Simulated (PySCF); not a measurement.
# Sn₁₇H₂₆: electronic excitations

Wanted: electronic excitations for Sn₁₇H₂₆.

Programs: PySCF 2.14.0, with routines of our own; each step states its level. All values are computed. Atoms count from 0.

## 1. The starting structure

43 atoms, charge 0, multiplicity 1; geometry from: GFN1-xTB.

## 2. Electronic excitations: TDDFT PBE/def2-SVP

What the job is given:

```
{"job": {"kind": "uv", "basis": "def2-SVP", "grid": 1, "kgrid": 0, "vcut": null, "nstates": 5, "ntriplets": 2, "tda": false, "delta": ["ip_vertical"], "pop": false, "xc": "PBE"}, "charge": 0, "multiplicity": 1}
Sn    -1.191895     1.770182    -4.451129
Sn    -1.610298    -5.654205    -0.475093
Sn    -1.295237    -4.964233    -3.196178
Sn    -0.421866     0.753577     3.151467
Sn    -0.745750    -0.625576     0.713929
Sn    -0.503422     2.418411     0.418998
Sn    -0.793680     3.692125    -2.300414
Sn     1.129059    -1.861548    -1.066733
Sn    -0.410164     0.620758    -1.934309
Sn    -0.876425    -2.146859    -3.055902
Sn     2.702091     1.517352     2.832016
Sn     2.019721     0.735110     0.008649
Sn     1.634735    -0.581531     4.542474
Sn    -0.222061    -2.427525     3.407649
Sn    -0.173979    -3.604799     0.858679
Sn     2.645197     3.514848     0.433355
Sn     0.045302     5.224601     0.116173
H     -0.662751     0.512656    -5.549701
H     -2.770438     1.058014    -4.317578
H     -3.062946    -5.418928     0.402103
H     -0.996150    -6.909920     0.519956
H     -2.637662    -5.934766    -3.656942
H     -0.097268    -6.170407    -3.444641
H     -2.137532     0.776372     3.411739
H     -0.475090     2.375452     2.371066
H     -2.422381    -1.035343     0.451245
H     -2.260038     2.424897     0.510440
H     -1.365218     5.048923    -3.244534
H      0.805849     3.996291    -2.877137
H      1.338453     1.121088    -1.845875
H     -2.564210    -1.889455    -3.080962
H     -0.628336    -2.073546    -4.741592
H      4.242555     1.612239     3.684824
H      2.130452     2.823139     3.838219
H      3.639061     0.704677    -0.731593
H      0.637641    -0.263302     5.951964
H     -1.849991    -2.082838     3.812644
H     -0.185505    -3.828488     4.427292
H      1.467426    -4.114195     1.108278
H      3.023636     4.395485    -1.014635
H      3.966843     4.289756     1.250895
H      1.618299     4.957109     1.046185
H     -0.684817     5.260834     1.717835
```

Level: TDDFT PBE/def2-SVP, vertical, gas phase, core orbitals frozen in the response.

The run is started by

```bash
> OMP_NUM_THREADS=2 python large_run.py task.json out
```

This one command runs all jobs of the session in turn.

Output:

```text
start: PBE on a coarse grid of 186213 points
cycle   1  E = -3538.8496154683  dE = -2.954e+02  |g| = 1.739e+01  |ddm| = 6.166e+01
cycle   2  E = -1592.0056653263  dE =  1.947e+03  |g| = 4.054e+01  |ddm| = 6.891e+02
cycle   3  E = -3294.3386323395  dE = -1.702e+03  |g| = 1.814e+01  |ddm| = 6.794e+02
cycle   4  E = -2339.8145996471  dE =  9.545e+02  |g| = 2.907e+01  |ddm| = 6.122e+02
cycle   5  E = -3537.9408666101  dE = -1.198e+03  |g| = 1.422e+01  |ddm| = 5.893e+02
cycle   6  E = -3301.9543363510  dE =  2.360e+02  |g| = 1.975e+01  |ddm| = 5.960e+01
cycle   7  E = -3614.4577739904  dE = -3.125e+02  |g| = 8.739e+00  |ddm| = 4.782e+01
cycle   8  E = -3374.5779146271  dE =  2.399e+02  |g| = 1.879e+01  |ddm| = 6.002e+01
cycle   9  E = -3651.9357722172  dE = -2.774e+02  |g| = 3.578e+00  |ddm| = 5.717e+01
cycle  10  E = -3610.5433236409  dE =  4.139e+01  |g| = 9.859e+00  |ddm| = 2.877e+01
cycle  11  E = -3645.1094743546  dE = -3.457e+01  |g| = 4.982e+00  |ddm| = 2.277e+01
cycle  12  E = -3642.6875320753  dE =  2.422e+00  |g| = 4.772e+00  |ddm| = 1.767e+01
cycle  13  E = -3633.7394292875  dE =  8.948e+00  |g| = 6.397e+00  |ddm| = 1.856e+01
cycle  14  E = -3658.1678808666  dE = -2.443e+01  |g| = 8.891e-01  |ddm| = 1.487e+01
cycle  15  E = -3654.8129089842  dE =  3.355e+00  |g| = 2.761e+00  |ddm| = 7.102e+00
cycle  16  E = -3658.3928857803  dE = -3.580e+00  |g| = 4.883e-01  |ddm| = 6.371e+00
cycle  17  E = -3658.3917190766  dE =  1.167e-03  |g| = 4.874e-01  |ddm| = 2.279e+00
cycle  18  E = -3658.4961969577  dE = -1.045e-01  |g| = 1.674e-01  |ddm| = 1.308e+00
cycle  19  E = -3658.5092607610  dE = -1.306e-02  |g| = 4.916e-02  |ddm| = 5.493e-01
cycle  20  E = -3658.5099800418  dE = -7.193e-04  |g| = 3.301e-02  |ddm| = 1.705e-01
cycle  21  E = -3658.5103653355  dE = -3.853e-04  |g| = 1.415e-02  |ddm| = 9.259e-02
cycle  22  E = -3658.5104481296  dE = -8.279e-05  |g| = 4.858e-03  |ddm| = 4.177e-02
final grid: 186213 points
cycle  23  E = -3658.5103481547  dE =  9.997e-05  |g| = 1.525e-02  |ddm| = 4.643e-02
cycle  24  E = -3658.5090320967  dE =  1.316e-03  |g| = 5.527e-02  |ddm| = 1.615e-01
cycle  25  E = -3658.5104340439  dE = -1.402e-03  |g| = 7.149e-03  |ddm| = 1.320e-01
cycle  26  E = -3658.5104579902  dE = -2.395e-05  |g| = 1.743e-03  |ddm| = 2.008e-02
cycle  27  E = -3658.5104598430  dE = -1.853e-06  |g| = 3.815e-04  |ddm| = 4.518e-03
cycle  28  E = -3658.5104597933  dE =  4.968e-08  |g| = 1.366e-04  |ddm| = 1.151e-03
cycle  29  E = -3658.5104606973  dE = -9.040e-07  |g| = 1.027e-04  |ddm| = 6.130e-04
cycle  30  E = -3658.5104586568  dE =  2.041e-06  |g| = 2.804e-05  |ddm| = 2.966e-04
converged SCF energy = -3658.5104586568
Vertical ionisation energy (delta-SCF) = 6.2676 eV   <S^2> = 0.753

Static polarisability (au): isotropic 915.335, principal 535.251 1032.641 1178.113

Singlet excitations
state   eV       nm        f      main configurations
  1   1.2760    971.7   0.00877   H->L 0.90
  2   1.3948    888.9   0.00959   H->L+1 0.91
  3   1.6055    772.2   0.00104   H->L+2 0.74, H->L+3 0.18
  4   1.6445    753.9   0.00510   H->L+3 0.77, H->L+2 0.17
  5   1.7016    728.6   0.00230   H-1->L 0.89

Triplet excitations (Tamm-Dancoff, eV): 1.0709 1.2980
```

Run time: 2.1 min. Hardware: 2 threads of Arm Neoverse V2, shared host; peak memory 1.5 GiB.

Frontier orbitals and where they lie:

| orbital | eV | atoms |
| --- | --- | --- |
| HOMO−4 | -6.04 | Sn7 14 %, Sn13 9 %, Sn5 8 % |
| HOMO−3 | -5.76 | Sn16 15 %, Sn0 14 %, Sn2 10 % |
| HOMO−2 | -5.43 | Sn0 12 %, Sn16 11 %, Sn6 11 % |
| HOMO−1 | -5.33 | Sn6 12 %, Sn15 10 %, Sn5 10 % |
| HOMO | -4.88 | Sn10 18 %, Sn11 15 %, Sn0 10 % |
| LUMO | -3.73 | Sn0 17 %, Sn8 14 %, Sn16 13 % |
| LUMO+1 | -3.54 | Sn12 12 %, Sn4 10 %, Sn3 9 % |
| LUMO+2 | -3.33 | Sn12 10 %, Sn3 7 %, Sn4 7 % |
| LUMO+3 | -3.28 | Sn4 16 %, Sn6 10 %, Sn14 8 % |

With each of the 5 states as a Gaussian band of 0.4 eV half-width at 1/e, the curve within the window shown has maxima at 871 nm (ε 940) L/(mol cm). Beyond the last state computed it falls off for lack of states. The curve at chosen wavelengths:

```tsv
nm	ε (L/mol/cm)
619	214
654	352
689	504
725	653
760	775
795	864
830	919
865	940
901	931
936	899
971	851
1006	792
1041	728
1077	660
1112	595
1147	533
1182	476
1217	422
1253	373
1288	330
1323	292
1358	258
1393	228
1429	201
1464	178
1499	157
```

Further results of this job:

| property | computed |
| --- | --- |
| dipole moment (D) | 1.36 |
| polarisability (Å³) | 135.64 |
| HOMO–LUMO gap (eV) | 1.15 |
| −ε(HOMO) (eV) | 4.88 |

## 3. Outcome

| quantity | value |
| --- | --- |
| lowest singlet (PBE/def2-SVP) | 1.28 eV (972 nm), f = 0.009 |
| brightest single state of those computed | state 2, 1.39 eV, f = 0.010 |
| lowest triplet | 1.07 eV |

The first singlet state (HOMO→LUMO 0.90) lies at 1.28 eV and is weak; of the 5 states computed, the strongest absorption comes from state 2 at 1.39 eV. The lowest triplet lies 0.21 eV below the lowest singlet (triplets in Tamm-Dancoff, singlets in full TDDFT). Spin-orbit coupling, left out, mixes singlets and triplets in elements this heavy. The geometry comes from tight binding, which is rough for metal atoms, and these values hang on it.
